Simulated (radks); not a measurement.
# Taking charge from the 4p level of Sn²⁺ in fractions

The task here is to estimate one member of a computed series from the others.

The numbers are computed with radks (a radial shooting solver on a logarithmic mesh, Libxc functionals) version 1 (scalar-relativistic Kohn-Sham, PBE, spin-unpolarised, spherical densities, finite nucleus), except any that are marked as measured or tabulated.

**The atom as given**

* element: tin (Z = 50)
* charge: +2
* electrons: 48
* configuration: [Kr] 4d10 5s2
* nuclear rms radius: 4.6519 fm

Outer shells as boxes (Hund's rule):

Sn²⁺
```
[Kr] core
4d [↑↓][↑↓][↑↓][↑↓][↑↓]
5s [↑↓]
```

Set-up of the first run:

The run's settings:

```text
Z 50
configuration [Kr] 4d10 5s2
relativity scalar-relativistic
functional pbe,pbe
spin unpolarised
nucleus finite rms 4.6519 fm
c 137.035999084
```

Among the steps run: Start: [Kr] 4d10 5s2.

One table of the session follows, with a row left open; its other results are not shown here.

Radial moments (bohr):

```
level     <r>  outermost maximum (interpolated)  90 % within  nodes
   2p  0.1096                            0.0849        0.178      0
   3s  0.3394                             0.308        0.499      2
   3p  0.3377                             0.301        0.507      1
   3d  0.3146                             0.251        0.496      0
   4s  0.8186                             0.746         1.18      3
   4p       ?                                 ?            ?      ?
   4d   1.091                             0.886         1.69      1
   5s   2.216                              1.94         3.22      4
```

**Question.** Estimate the row for 4p.

As computed: <r>: 0.8856; outermost maximum (interpolated): 0.788; 90 % within: 1.30; nodes: 2. In the column «<r>» it lies between 4s (0.8186) and 4d (1.091).
